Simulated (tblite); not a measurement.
# C6H9PSSe: the cost of one run

Computed with tblite 0.8.0 and PySCF 2.14.0, with density-fitted response routines of our own, on a single molecule, in the gas phase or a continuum. Atoms count from 0, in the outputs and in this text.

## 1. Starting geometry

18 atoms, charge 0, multiplicity 1; geometry from: force field or distance geometry start.

Bonds of the start (Å): C0–P1 1.79, P1–C2 1.79, P1–Se3 2.17, P1–C4 1.80, C4–C5 1.34, C5–C6 1.35, C6–C7 1.36, C7–S8 1.84, S8–C4 1.93, C0–H9 1.14, C0–H10 1.10, C0–H11 1.13, C2–H12 1.13, C2–H13 1.13, C2–H14 1.10, C5–H15 1.12, C6–H16 1.11, C7–H17 1.08.

## 2. Optimising the geometry with GFN2-xTB

What the job is given:

```
{"job": {"kind": "relax", "xc": "GFN2-xTB", "basis": "xTB"}, "charge": 0, "multiplicity": 1}
C     -1.878600    -1.457900    -0.231600
P     -1.157500     0.104400     0.254200
C     -1.791200     1.522200    -0.643000
Se    -1.807900     0.324200     2.311600
C      0.630200     0.129600     0.085600
C      1.525900    -0.514500     0.854100
C      2.833700    -0.353300     0.540000
C      3.115300     0.445600    -0.526300
S      1.574300     1.104000    -1.284200
H     -3.009800    -1.353100    -0.161400
H     -1.629800    -1.811700    -1.238800
H     -1.632800    -2.293800     0.482800
H     -2.915800     1.564900    -0.599500
H     -1.416200     2.445100    -0.116600
H     -1.397800     1.463100    -1.667700
H      1.201100    -1.140000     1.723100
H      3.650800    -0.836500     1.118700
H      4.097200     0.664200    -0.912500
```

Started as:

```sh
$ OMP_NUM_THREADS=1 python probes_run.py task.json out
```

One launch serves the whole session: the jobs run in the order shown.

Q: Estimate the wall time and peak memory of this first job on 1 thread of Arm Neoverse V1, shared host.

About 1.2 s, with a peak of 0.18 GiB.
